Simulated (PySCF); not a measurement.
# F(2+): excitation energies in aug-cc-pVQZ-DK

Wanted: the excitation energy of fluorine, up a ladder of methods.

Method: unrestricted determinants in a Gaussian basis, no spin-orbit coupling in the energies. Code: PySCF 2.14.0.

## Step 1: Starting point

- Element: fluorine (Z = 9)
- Basis: aug-cc-pVQZ-DK
- Hamiltonian: scalar relativity by spin-free X2C-1e
- State 1: F(2+): [He] 2s1 2p4, high-spin 4P determinant (an excited configuration)
- State 2: F(2+): [He] 2s1 2p3 3s1, high-spin 6S determinant (an excited configuration)
- Needed too, but not shown: F(2+) [He] 2s2 2p3 (4S)
- Methods: CCSD(T)
- Core shells frozen in the correlated runs: valence: 1s2 (for F(2+))

Outer shells as boxes (Hund's rule):

F2+ [He] 2s1 2p4
```
[He] core
2s [↑ ]
2p [↑↓][↑ ][↑ ]
```

F2+ [He] 2s1 2p3 3s1
```
[He] core
2s [↑ ]
2p [↑ ][↑ ][↑ ]
3s [↑ ]
```

The runs were made by one driver on top of PySCF. The scripts below are equivalent inputs, written out for each run, and the logs come from the driver's own runs. The driver starts from symmetry-adapted Hartree-Fock orbitals, holds the occupation by maximum overlap and uses a logarithmic radial grid for functionals, so a plain start would take other cycles.

The integrals over 80 functions and the set-up took 0.28 s of CPU time.

## Step 2: F(2+) [He] 2s1 2p4, at CCSD(T) (valence)

Level: CCSD(T) (valence).

Contents of input.py:

```python
from pyscf import gto, scf, dft, mp, cc
import basis_set_exchange as bse
mol = gto.M(atom="F 0 0 0", charge=2, spin=3, symmetry="D2h",
            basis=gto.basis.parse(bse.get_basis("aug-cc-pVQZ-DK", elements=["F"], fmt="nwchem")),
            nucmod="G")
mf = scf.UHF(mol).sfx2c1e()
mf.irrep_nelec = {'Ag': (2, 1), 'B1u': (1, 0), 'B2u': (1, 1), 'B3u': (1, 0)}
mf.kernel()
mycc = cc.CCSD(mf, frozen=1).run()
mycc.ccsd_t()
```

## Step 3: F(2+) [He] 2s1 2p3 3s1, at CCSD(T) (valence)

Level: CCSD(T) (valence).

Contents of input.py:

```python
from pyscf import gto, scf, dft, mp, cc
import basis_set_exchange as bse
mol = gto.M(atom="F 0 0 0", charge=2, spin=5, symmetry="D2h",
            basis=gto.basis.parse(bse.get_basis("aug-cc-pVQZ-DK", elements=["F"], fmt="nwchem")),
            nucmod="G")
mf = scf.UHF(mol).sfx2c1e()
mf.irrep_nelec = {'Ag': (3, 1), 'B1u': (1, 0), 'B2u': (1, 0), 'B3u': (1, 0)}
mf.kernel()
mycc = cc.CCSD(mf, frozen=1).run()
mycc.ccsd_t()
```

**Question.** What will these runs give?

**Answer**, as computed:

| quantity | value |
| --- | --- |
| excitation energy, F(2+) → [He] 2s1 2p4 | UHF 18.922, CCSD(T) (valence) 18.926 eV |
| excitation energy, F(2+) → [He] 2s1 2p3 3s1 | UHF 46.207, CCSD(T) (valence) 48.425 eV |

Each level's miss (mean over 2 differences):

```
           method  mean absolute miss against CCSD(T) (valence) (eV)
              UHF                                              1.111
    MP2 (valence)                                              0.143
SCS-MP2 (valence)                                              0.167
   CCSD (valence)                                              0.020
CCSD(T) (valence)                                              0.000
```

For the first difference the methods span 0.055 eV, from UHF to SCS-MP2 (valence). No reference value is at hand in this session. All values hold for this basis alone; no basis-set limit was taken.
